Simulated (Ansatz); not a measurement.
# ClH₃HfO₃: how energies converge with the basis set

An exercise on one series of results from a longer session: the logs are not shown, and one member is left open.

Method: one geometry, several basis sets; program: Ansatz 0.2.0, Gaussian basis.

Plan: PBE0-D4/def2-SVP; ωB97M-V/def2-SVP; PBE0-D4/def2-QZVPP; ωB97M-V/def2-QZVPP; the functionals' def2-TZVPP values are taken from earlier runs.

## The relaxed structure

The geometry comes from an earlier relaxation with PBE0-D4 in a triple-zeta def2 set; it is a stationary point, not always the lowest conformer. Hf takes the def2 core potential; no spin-orbit term is included.

SMILES `[OH][Hf]([OH])([OH])[Cl]`, 8 atoms, charge 0, spin multiplicity 1.

Atoms are counted from 1 here; the program's logs count them from 0.

Bond lengths: O1–Hf2 1.916 Å, O1–H6 0.951 Å, Hf2–O3 1.916 Å, Hf2–O4 1.916 Å, Hf2–Cl5 2.378 Å, O3–H7 0.951 Å, O4–H8 0.951 Å. Angles: Hf2–O1–H6 159.8°, O1–Hf2–O3 110.0°, O1–Hf2–O4 109.9°, O1–Hf2–Cl5 109.0°, O3–Hf2–O4 110.0°, O3–Hf2–Cl5 109.0°, O4–Hf2–Cl5 109.0°, Hf2–O3–H7 160.0°, Hf2–O4–H8 159.9°.

Set-up of the first run:

The input, in.yaml:

```yaml
crystal:
  periodic: [false, false, false]
  atoms:
    - {symbol: O, position_ang: [-1.038074, 1.352534, 0.683288]}
    - {symbol: Hf, position_ang: [0.070277, 0.128507, -0.288849]}
    - {symbol: O, position_ang: [1.700976, -0.179405, 0.668995]}
    - {symbol: O, position_ang: [-0.857437, -1.527594, -0.549998]}
    - {symbol: Cl, position_ang: [0.585576, 1.069473, -2.411199]}
    - {symbol: H, position_ang: [-1.805292, 1.712711, 1.115527]}
    - {symbol: H, position_ang: [2.377911, -0.093748, 1.332004]}
    - {symbol: H, position_ang: [-1.033938, -2.462488, -0.549768]}
basis:
  gaussian: {orbitals: def2-SVP}
hamiltonian: {xc: pbe0, dispersion: d4}
output: {orbitals: {seedname: orbitals}}
```

The run is started by

```
$ ansatz run in.yaml --threads 4 --pin off --events-out ev --progress --plain --max-ram 10444MiB
```

Among the steps run: PBE0-D4 in def2-SVP; ωB97M-V in def2-SVP; PBE0-D4 in def2-QZVPP; ωB97M-V in def2-QZVPP.

One table of the session follows, with a row left open; its other results are not shown here.

It belongs to the step «Functionals by basis». 

| functional | basis | HOMO (eV) |
| --- | --- | --- |
| PBE0-D4 | def2-SVP | -8.45 |
| PBE0-D4 | def2-TZVPP | ? |
| PBE0-D4 | def2-QZVPP | -8.68 |
| ωB97M-V | def2-SVP | -10.69 |
| ωB97M-V | def2-TZVPP | -10.91 |
| ωB97M-V | def2-QZVPP | -10.98 |

**Question.** Estimate the row for PBE0-D4, def2-TZVPP.

The run gave: HOMO (eV): -8.62. In the column «HOMO (eV)» it lies between PBE0-D4, def2-QZVPP (-8.68) and PBE0-D4, def2-SVP (-8.45).
